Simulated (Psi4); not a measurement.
**B3LYP/def2-SVPD run of AlH2O2F (SMILES [OH][Al]([OH])[F])**

Aim: the vertical singlet–triplet gap of AlH2O2F at B3LYP/def2-SVPD, from 2 runs. 

Program for the calculation: Psi4 1.11.

4 further runs of the same task are left out: 4 set aside as unsound or not needed.

### 1 The molecule

AlH2O2F has 6 atoms, charge 0, and is taken as a singlet. SMILES: `[OH][Al]([OH])[F]`. The shape is that of a PBE0-D4/def2-TZVP optimisation. This is one conformer, not always the lowest.

Bond lengths: O1–Al2 1.680 Å, Al2–O3 1.680 Å, Al2–F4 1.647 Å, O1–H5 0.955 Å, O3–H6 0.955 Å. Angles: O1–Al2–O3 118.5°, O1–Al2–F4 120.7°, O3–Al2–F4 120.7°, Al2–O1–H5 122.9°, Al2–O3–H6 122.9°.

### 2 Energy and gradient at B3LYP/def2-SVPD

Contents of calc.inp:

```
memory 1600 mb

molecule geom {
  O
  Al 1 1.679746
  O 2 1.679812 1 118.5184
  F 2 1.647414 1 120.74242 3 179.99465
  H 1 0.955166 2 122.91636 4 0.00113
  H 3 0.955183 2 122.91756 4 0.00204
  symmetry c1
  no_reorient
  no_com
}

set basis def2-SVPD
set puream true
set e_convergence 1e-09
set d_convergence 1e-08
set scf_type pk
set dft_radial_points 99
set dft_spherical_points 590

e_tot, wfn = gradient("b3lyp", return_wfn=True)
oeprop(wfn, "QUADRUPOLE", "LOWDIN_CHARGES", "MULLIKEN_CHARGES")
```

The run is started by

```console
$ psi4 -i calc.inp -o calc.out -n 1
```

calc.out:

```text
[...]
  Running in c1 symmetry.
[...]
  Nuclear repulsion =  161.360133063861895
[...]
  Multiplicity = 1
[...]
  Nalpha       = 20
  Nbeta        = 20
[...]
    Number of basis functions: 109
[...]
   @RKS iter   1:  -493.38287294441994   -3.60245e-01   1.07225e-02 DIIS/ADIIS
[...]
   @RKS iter  11:  -493.89080525746698   -1.90425e-11   2.44496e-09 DIIS
[...]
    Orbital Energies [Eh]
    ---------------------
    Doubly Occupied:
       1A    -56.074331     2A    -24.672703     3A    -19.144932
       4A    -19.144888     5A     -4.173472     6A     -2.732869
       7A     -2.729101     8A     -2.726742     9A     -1.138927
      10A     -0.985991    11A     -0.977992    12A     -0.542706
      13A     -0.499521    14A     -0.470101    15A     -0.426368
      16A     -0.425822    17A     -0.368190    18A     -0.355735
      19A     -0.355500    20A     -0.338986
[...]
  @RKS Final Energy:  -493.89080525746698
   => Energetics <=
    Nuclear Repulsion Energy =            161.3601330638618947
    One-Electron Energy =               -1006.6534559090334824
    Two-Electron Energy =                 389.5104311229791278
    DFT Exchange-Correlation Energy =     -38.1079135352745269
    Empirical Dispersion Energy =           0.0000000000000000
    VV10 Nonlocal Energy =                  0.0000000000000000
    Total Energy =                       -493.8908052574669796
[...]
  -Total Gradient:
     Atom            X                  Y                   Z
    ------   -----------------  -----------------  -----------------
       1        0.000001367132     0.002278074944     0.008539368613
       2       -0.000003901257     0.004734430960     0.002771772595
       3        0.000001759294     0.008562162009    -0.002071525544
       4        0.000000330491    -0.014754099177    -0.008773377532
       5        0.000000266224    -0.003341333118     0.004703092194
       6        0.000000129550     0.002532000192    -0.005162650819
[...]
 Multipole Moments:
 ------------------------------------------------------------------------------------
     Multipole            Electronic (a.u.)      Nuclear  (a.u.)        Total (a.u.)
 ------------------------------------------------------------------------------------
 L = 1.  Multiply by 2.5417464519 to convert [e a0] to [Debye]
 Dipole X            :         -0.0000505            0.0000033           -0.0000472
 Dipole Y            :          2.2983113           -2.0439252            0.2543862
 Dipole Z            :          1.3666641           -1.2155264            0.1511377
 Magnitude           :                                                    0.2958968
 L = 2.  Multiply by 1.3450342976 to convert [e a0^2] to [Debye ang]
 Quadrupole XX       :        -19.1554653            0.0000004          -19.1554649
 Quadrupole XY       :         -0.0063209            0.0059975           -0.0003234
[...]
  Mulliken Charges: (a.u.)
   Center  Symbol    Alpha    Beta     Spin     Total
       1     O     4.34627  4.34627  0.00000 -0.69254
       2    AL     5.63897  5.63897  0.00000  1.72207
       3     O     4.34628  4.34628  0.00000 -0.69255
       4     F     4.82535  4.82535  0.00000 -0.65071
       5     H     0.42157  0.42157  0.00000  0.15687
       6     H     0.42157  0.42157  0.00000  0.15686
   Total alpha = 20.00000, Total beta = 20.00000, Total charge = -0.00000
  Lowdin Charges: (a.u.)
   Center  Symbol    Alpha    Beta     Spin     Total
[...]
```

Wall time 17 s (1 thread of Intel Xeon 6975P-C (Granite Rapids), shared host); peak memory 0.56 GiB.

### 3 The triplet, same level

Contents of calc.in:

```
memory 1.6 GB

molecule {
  0 3
  O
  Al 1 1.679746
  O 2 1.679812 1 118.5184
  F 2 1.647414 1 120.74242 3 179.99465
  H 1 0.955166 2 122.91636 4 0.00113
  H 3 0.955183 2 122.91756 4 0.00204
  symmetry c1
}

set {
  basis def2-SVPD
  reference uks
  puream true
  e_convergence 1e-09
  d_convergence 1e-08
  scf_type pk
  dft_radial_points 99
  dft_spherical_points 590
  maxiter 200
}

e, wfn = gradient('b3lyp', return_wfn=True)
print_variables()
```

The run is started by

```console
$ psi4 -n 1 calc.in calc.out
```

calc.out (excerpt; [...] marks lines left out):

```text
[...]
  Running in c1 symmetry.
[...]
  Nuclear repulsion =  161.360133063861895
[...]
  Multiplicity = 3
[...]
  Nalpha       = 21
  Nbeta        = 19
[...]
    Number of basis functions: 109
[...]
   @UKS iter   1:  -493.33667181587737   -3.14044e-01   8.24420e-03 DIIS/ADIIS
[...]
   @UKS iter  15:  -493.64664610052580   -1.59162e-11   9.23528e-09 DIIS
[...]
   @S^2 Observed:                2.009393523E+00
[...]
  @UKS Final Energy:  -493.64664610052580
   => Energetics <=
    Nuclear Repulsion Energy =            161.3601330638618947
    One-Electron Energy =               -1004.8423097008335390
    Two-Electron Energy =                 387.8326160287364246
    DFT Exchange-Correlation Energy =     -37.9970854922905872
    Empirical Dispersion Energy =           0.0000000000000000
    VV10 Nonlocal Energy =                  0.0000000000000000
    Total Energy =                       -493.6466461005257997
[...]
 Multipole Moments:
 ------------------------------------------------------------------------------------
     Multipole            Electronic (a.u.)      Nuclear  (a.u.)        Total (a.u.)
 ------------------------------------------------------------------------------------
 L = 1.  Multiply by 2.5417464519 to convert [e a0] to [Debye]
 Dipole X            :          0.0002325            0.0000033            0.0002358
 Dipole Y            :          1.5459249           -2.0439252           -0.4980002
 Dipole Z            :          0.9194356           -1.2155264           -0.2960908
 Magnitude           :                                                    0.5793738
[...]
  -Total Gradient:
     Atom            X                  Y                   Z
    ------   -----------------  -----------------  -----------------
       1       -0.000002072595     0.027048673704     0.049959211926
       2        0.000015448502    -0.044200853135    -0.026305231222
       3       -0.000002361520     0.056798650407    -0.000082431070
       4       -0.000006370042    -0.020342345858    -0.012098927899
       5       -0.000002706122    -0.023823919221     0.018108974748
       6       -0.000001991165     0.004534592752    -0.029572799478
[...]
```

It took 30 s on 1 thread of Intel Xeon 6975P-C (Granite Rapids), shared host; peak memory 0.56 GiB.

### 4 Summary of results

Level: B3LYP/def2-SVPD.

```
                                        quantity          value
                           singlet: total energy  -493.89081 Eh
                          singlet: dipole moment         0.75 D
                            singlet: HOMO energy       -9.22 eV
                            singlet: LUMO energy       -1.39 eV
                          singlet: HOMO–LUMO gap        7.84 eV
               singlet: largest force on an atom     0.883 eV/Å
                           triplet: total energy  -493.64665 Eh
                          triplet: dipole moment         1.47 D
     triplet: HOMO energy (highest over α and β)       -3.34 eV
                                   triplet: ⟨S²⟩          2.009
               triplet: largest force on an atom     2.921 eV/Å
vertical energy of the triplet above the singlet       6.644 eV
```

In words: At this shape the triplet lies 6.64 eV (153 kcal/mol) above the singlet. The largest force (singlet) is 0.88 eV/Å: the shape isn't a stationary point for this species at this level. Mulliken charges (singlet) run from -0.69 on O3 to +1.72 on Al2; in a basis this large or diffuse they mean little.
